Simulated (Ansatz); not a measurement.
## BFH6Si2, SMILES B[SiH](F)[SiH3]: a rigid torsion scan, step by step

With the Python package of Ansatz (0.2.0).

Run as a notebook:

In [1]:
```python
import ansatz as az
from ase import Atoms
```

In [2]:
```python
atoms = Atoms(["B", "Si", "F", "Si", "H", "H", "H", "H", "H", "H"], positions=[
    [-0.2538, 1.7509, -0.4454],
    [0.496, 0.0458, -0.7113],
    [-0.0087, -0.5776, -2.2151],
    [-0.1048, -1.3034, 0.9189],
    [-0.0939, 2.3931, 0.5184],
    [-1.0047, 2.2654, -1.2926],
    [1.9913, 0.1722, -0.6677],
    [-1.6054, -1.4146, 0.8746],
    [0.237, -0.7438, 2.2631],
    [0.43, -2.6392, 0.76],
])
```

In [3]:
```python
# start the scan from a relaxed geometry
first = (
    az.Crystal.molecule_from_ase(atoms).calculation()
    .basis(gaussian="def2-SVP")
    .functional("pbe0")
    .relax(force_tolerance=0.02, max_steps=80)
)
atoms.positions = first.run(threads=1).report["positions_ang"]

start = atoms.get_dihedral(0, 1, 3, 7)
energies = {}
for turn in range(0, 121, 20):
    turned = atoms.copy()
    turned.set_dihedral(0, 1, 3, 7, start + turn, indices=[3, 7, 8, 9])
    job = (
        az.Crystal.molecule_from_ase(turned).calculation()
        .basis(gaussian="def2-SVP")
        .correlation("mp2")
    )
    energies[round((start + turn) % 360)] = job.run(threads=1).report["free_energy_ev"]
floor = min(energies.values())
print("dihedral B0-Si1-Si3-H7 (deg)   E - E(min) (eV)")
for angle, e in sorted(energies.items()):
    print(f"{angle:8d} {(e - floor):14.3f}  " + "#" * int(30 * (e - floor) / max(max(energies.values()) - floor, 1e-9)))
```
```text
dihedral B0-Si1-Si3-H7 (deg)   E - E(min) (eV)
      57          0.000
      77          0.013  ########
      97          0.035  #######################
     117          0.045  ##############################
     137          0.033  ######################
     157          0.012  #######
     177          0.002  #
```

The scan is rigid and the energies are electronic, in a modest basis. With rigid groups the curve can differ much from the relaxed path, the start wasn't checked as a minimum of this torsion, and equivalent turns needn't return to the same energy. The start is relaxed with a density functional and scanned with the wavefunction method, so it isn't exactly that method's minimum. Finished in 35 s on 1 thread of Arm Neoverse V1 (shared host), peak memory 0.26 GiB.
